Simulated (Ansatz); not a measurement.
# CH₃BrOSi: one species, many methods

The task here is to estimate one member of a computed series from the others.

Method: functionals in def2-TZVPP, the program's frozen cores in correlated methods; program: Ansatz 0.2.0, Gaussian basis.

The runs, in order: LDA (SPW92), PBE-D4, revPBE-D4, BLYP-D4, r2SCAN-D4, B97M-V, PBE0-D4, B3LYP-D4, r2SCANh-D4, r2SCAN0-D4, HSE06-D4, BHLYP-D4, CAM-B3LYP-D4, LC-ωPBE, ωB97X-V, ωB97M-V, B2PLYP, PBE-QIDH; CCSD(T)/def2-SVP; CCSD(T)/def2-TZVPP; MP2/def2-QZVPP; extrapolation to the limit; RPA on PBE.

### The relaxed structure

An earlier PBE0-D4 in a triple-zeta def2 set relaxation fixed the geometry.

SMILES `Br[SiH]1CO1`, 7 atoms, charge 0, spin multiplicity 1.

Atoms are counted from 1 here; the program's logs count them from 0.

Bond lengths: Br1–Si2 2.193 Å, Si2–C3 1.796 Å, Si2–O4 1.645 Å, Si2–H5 1.472 Å, C3–O4 1.490 Å, C3–H6 1.088 Å, C3–H7 1.088 Å. Angles: Br1–Si2–C3 122.0°, Br1–Si2–O4 118.0°, Br1–Si2–H5 109.5°, C3–Si2–O4 51.1°, C3–Si2–H5 125.6°, O4–Si2–H5 118.0°, Si2–C3–O4 59.2°, Si2–C3–H6 123.0°, Si2–C3–H7 120.9°, O4–C3–H6 112.6°, O4–C3–H7 112.4°, H6–C3–H7 113.9°, Si2–O4–C3 69.7°.

Set-up of the first run:

File in.yaml:

```yaml
crystal:
  periodic: [false, false, false]
  atoms:
    - {symbol: Br, position_ang: [-2.619590, 0.093757, -0.291486]}
    - {symbol: Si, position_ang: [-0.454702, 0.213608, -0.620341]}
    - {symbol: C, position_ang: [0.727357, -0.090752, 0.697252]}
    - {symbol: O, position_ang: [0.445610, -1.132664, -0.330645]}
    - {symbol: H, position_ang: [-0.187274, 0.970957, -1.854171]}
    - {symbol: H, position_ang: [1.755255, 0.262971, 0.663930]}
    - {symbol: H, position_ang: [0.394744, -0.385876, 1.689762]}
basis:
  gaussian: {orbitals: def2-TZVPP}
hamiltonian: {xc: lda}
output: {orbitals: {seedname: orbitals}}
```

Launch:

```bash
$ ansatz run in.yaml --threads 2 --pin off --events-out ev --progress --plain --max-ram 4352MiB
```

Among the steps run: LDA; PBE-D4 (GGA); revPBE-D4 (GGA); BLYP-D4 (GGA); r2SCAN-D4 (meta-GGA); B97M-V (meta-GGA); B3LYP-D4 (hybrid); r2SCANh-D4 (hybrid); r2SCAN0-D4 (hybrid); HSE06-D4 (hybrid); BHLYP-D4 (hybrid); CAM-B3LYP-D4 (range-separated); LC-ωPBE (range-separated); ωB97X-V (range-separated); ωB97M-V (range-separated); B2PLYP (double hybrid); PBE-QIDH (double hybrid).

One table of the session follows, with a row left open; its other results are not shown here.

It belongs to the step «Orbital energies across the functionals». 

```
  functional  HOMO (eV)  gap (eV)
 LDA (SPW92)      -6.72      5.19
      PBE-D4      -6.55      5.24
   revPBE-D4      -6.49      5.27
     BLYP-D4      -6.42      5.22
   r2SCAN-D4      -6.81      5.77
      B97M-V      -6.86      5.77
     PBE0-D4      -7.83      7.36
    B3LYP-D4      -7.61      6.92
  r2SCANh-D4      -7.28      6.54
  r2SCAN0-D4      -8.00      7.69
    HSE06-D4      -7.43      6.58
    BHLYP-D4      -9.01      9.42
CAM-B3LYP-D4      -9.19      9.74
     LC-ωPBE     -10.55     12.24
     ωB97X-V          ?         ?
     ωB97M-V     -10.05     11.37
```

**Question.** Estimate the row for ωB97X-V.

As computed: HOMO (eV): -10.18; gap (eV): 11.76. In the column «HOMO (eV)» it lies between LC-ωPBE (-10.55) and ωB97M-V (-10.05).
